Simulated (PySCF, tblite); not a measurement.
# C₆H₅O₃ radical: geometry, infrared bands and EPR parameters

Wanted: the infrared bands and EPR parameters of C₆H₅O₃ radical (`COC(=O)C1=C[CH]C1=O`), by calculation.

The runs use tblite 0.8.0 and PySCF 2.14.0, with density-fitted response routines of our own; the level of theory stands in each step. All values are computed, except where a source is named. Atoms are numbered from 0 throughout.

**1. The molecule as given**

14 atoms, charge 0, multiplicity 2; geometry from: force field or distance geometry start.

Bonds of the start (Å): C0–O1 1.44, O1–C2 1.36, C2–O3 1.21, C2–C4 1.46, C4–C5 1.35, C5–C6 1.52, C6–C7 1.44, C7–O8 1.20, C7–C4 1.45, C0–H9 1.09, C0–H10 1.09, C0–H11 1.09, C5–H12 1.09, C6–H13 1.06.

**2. Geometry optimisation with GFN2-xTB**

What the job is given:

```
{"job": {"kind": "relax", "xc": "GFN2-xTB", "basis": "xTB"}, "charge": 0, "multiplicity": 2}
C      2.646500    -0.066400    -0.532200
O      1.245100     0.269300    -0.474800
C      0.519100    -0.580900     0.305600
O      0.956800    -1.538800     0.893500
C     -0.868600    -0.122300     0.281300
C     -2.004400    -0.576000     0.845200
C     -2.749700     0.568300     0.187000
C     -1.499100     0.998400    -0.384600
O     -1.227800     1.917200    -1.114100
H      3.086500    -0.018800     0.468500
H      3.127600     0.672900    -1.171600
H      2.773000    -1.057100    -0.974300
H     -2.259800    -1.402900     1.510100
H     -3.745900     0.936800     0.138100
```

Launch:

```bash
OMP_NUM_THREADS=1 python probes_run.py task.json out
```

This one command runs all jobs of the session in turn.

**Question.** This job is followed by: GFN2-xTB harmonic vibrations, gas phase; UKS B3LYP, pcH-1 on C H O, non-relativistic, mean-field spin-orbit, GIAO. Predict these results of the whole session: strongest single infrared mode (GFN2-xTB); zero-point energy (GFN2-xTB); g(iso) (B3LYP); ⟨S²⟩; largest a(iso) (averaged by class); surface potential, 1st and 99th percentile.

**Answer**, as computed:

| quantity | value |
| --- | --- |
| strongest single infrared mode (GFN2-xTB) | 1884 cm⁻¹, 433 km/mol |
| zero-point energy (GFN2-xTB) | 59.0 kcal/mol |
| g(iso) (B3LYP) | 2.00368 |
| ⟨S²⟩ | 0.772 (exact 0.75) |
| largest a(iso) (averaged by class) | 13C on C4, 59.0 MHz |
| surface potential, 1st and 99th percentile | -1.58 V and 1.50 V |

**Reading.** Over 42 steps the energy fell by 0.538 eV; of the close pairs, C5–C6 changed most, 1.516 to 1.380 Å. No mode is imaginary among the 36: a minimum at this level. The strongest single mode, at 1884 cm⁻¹, moves mainly C7 and O8. Unscaled tight-binding wavenumbers are off by several per cent, some by more. Its intensities can rank the bands wrongly. The largest spin populations lie on C4 (0.63 e), C6 (0.55 e). The isotropic g lies 1.4 ppt above the free-electron value.
